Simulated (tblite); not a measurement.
# C5H8O2S2Si: the cost of one run

The runs use tblite 0.8.0 and PySCF 2.14.0, with density-fitted response routines of our own; the level of theory stands in each step. All values are computed, except where a source is named. Atoms are numbered from 0 throughout.

## 1. Starting geometry

18 atoms, charge 0, multiplicity 1; geometry from: force field or distance geometry start.

Bonds of the start (Å): C0–Si1 1.84, Si1–S2 2.16, S2–C3 1.76, C3–C4 1.29, C4–S5 1.80, C3–C6 1.50, C6–C7 1.51, C7–O8 1.21, C7–O9 1.36, C0–H10 1.10, C0–H11 1.08, C0–H12 1.10, Si1–H13 1.49, Si1–H14 1.49, C6–H15 1.09, C6–H16 1.10, O9–H17 0.98.

## 2. Relaxing the molecule with GFN2-xTB

Job settings and geometry (Å):

```
{"job": {"kind": "relax", "xc": "GFN2-xTB", "basis": "xTB"}, "charge": 0, "multiplicity": 1}
C      2.186300     1.015000     1.062900
Si     0.816600     0.166100     1.957200
S      0.392500    -1.730600     1.021400
C     -0.100700    -1.277500    -0.605500
C      0.804400    -1.388600    -1.523000
S      2.034800    -1.514200    -2.835200
C     -1.550000    -1.006100    -0.891100
C     -1.748500     0.451700    -1.232300
O     -0.952800     1.358700    -1.112000
O     -2.999900     0.681700    -1.705100
H      1.886200     1.260700     0.035300
H      3.076800     0.397800     1.019100
H      2.441400     1.957700     1.569000
H      1.218000    -0.114300     3.368500
H     -0.433600     0.967800     1.972200
H     -1.879600    -1.619400    -1.724900
H     -2.187500    -1.241700    -0.025300
H     -3.013100     1.641600    -1.889600
```

Run with:

```console
> OMP_NUM_THREADS=1 python probes_run.py task.json out
```

One launch serves the whole session: the jobs run in the order shown.

**Question.** How long does this first job take on 1 thread of Arm Neoverse V1, shared host, and how much memory does it need?

About 1.9 s, with a peak of 0.18 GiB.
